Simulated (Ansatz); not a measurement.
**Ge₂P+ (triplet): wave-function methods side by side, cc-pVDZ**

An exercise on one series of results from a longer session: the logs are not shown, and one member is left open.

Method: cc-pVDZ, core rule «outside noble gas», up to 33 orbitals frozen; program: Ansatz 0.2.0, Gaussian basis.

Plan: UHF; CCSD(T) on ROHF; BCCD(T) on ROHF; CISD as a restricted active space (open shells left free, so some higher excitations enter); CCSDT(Q) on ROHF; CCSDT(Q) on UHF; CASSCF and MRCISD+Q, 10 electrons in 11 orbitals; CASSCF and NEVPT2, 10 electrons in 11 orbitals.

28 further runs of the same task are left out: 15 that didn't finish, 13 set aside as unsound or not needed. Runs told in other sessions of the task aren't counted.

### What is computed

The geometry is a PBE0/def2-TZVP stationary point (not a proven minimum) of the parent state, kept for this charge and spin. No spin-orbit coupling is included. The filled d shell of Ge may be among the frozen orbitals whatever the setting's name suggests.

3 atoms, charge 1, spin multiplicity 3.

Atoms are counted from 1 here; the program's logs count them from 0.

Bond lengths: Ge1–Ge2 2.630 Å, Ge1–P3 2.226 Å, Ge2–P3 2.226 Å. Angles: Ge2–Ge1–P3 53.8°, Ge1–Ge2–P3 53.8°, Ge1–P3–Ge2 72.4°.

Geometry (Å):

```
Ge    0.0000    0.3157    1.3149
Ge    0.0000    0.3157   -1.3149
P     0.0000   -1.4806    0.0000
```

Set-up of the first run:

Input file in.yaml:

```yaml
crystal:
  periodic: [false, false, false]
  atoms:
    - {symbol: Ge, position_ang: [0.000000, 0.315664, 1.314888]}
    - {symbol: Ge, position_ang: [0.000000, 0.315664, -1.314888]}
    - {symbol: P, position_ang: [0.000000, -1.480598, 0.000000]}
basis:
  gaussian: {orbitals: cc-pVDZ}
total_charge: 1
magnetization: {spin_polarized: true, initial_magnetization: 2}
hamiltonian: {xc: hf}
output: {orbitals: {seedname: orbitals}}
```

The run is started by

```bash
> ansatz run in.yaml --threads 1 --pin off --events-out ev --progress --plain --max-ram 2393MiB
```

Steps of the session up to this table: UHF; CCSD(T) on ROHF; BCCD(T) on ROHF; CISD as a restricted active space (open shells left free, so some higher excitations enter); CCSDT(Q) on ROHF; CCSDT(Q) on UHF; CASSCF and MRCISD+Q, 10 electrons in 11 orbitals; CASSCF and NEVPT2, 10 electrons in 11 orbitals.

One table of the session follows, with a row left open; its other results are not shown here.

| method | from RCCSDT(Q) (kJ/mol) |
| --- | --- |
| ROHF | ? |
| RMP2 | +128.1 |
| CISD | +137.8 |
| RCCSD | +54.6 |
| RCCSD(T) | +8.8 |
| BCCD(T) | +8.5 |
| RCCSDT | +4.9 |
| RCCSDT(Q) | 0 |
| CASSCF valence | +475.9 |
| NEVPT2 valence | +87.0 |
| MRCISD valence | +47.5 |
| MRCISD+Q valence | +2.8 |

**Question.** Estimate the row for ROHF.

As computed: from RCCSDT(Q) (kJ/mol): +762.0. In the column «from RCCSDT(Q) (kJ/mol)» it is the highest.

Not comparable, so not listed: CCSDT(Q) on UHF (they don't share determinant, frozen orbitals or solution with the rows shown, or repeat one).

To keep in mind: Warnings: coupled cluster took another determinant than the lowest.
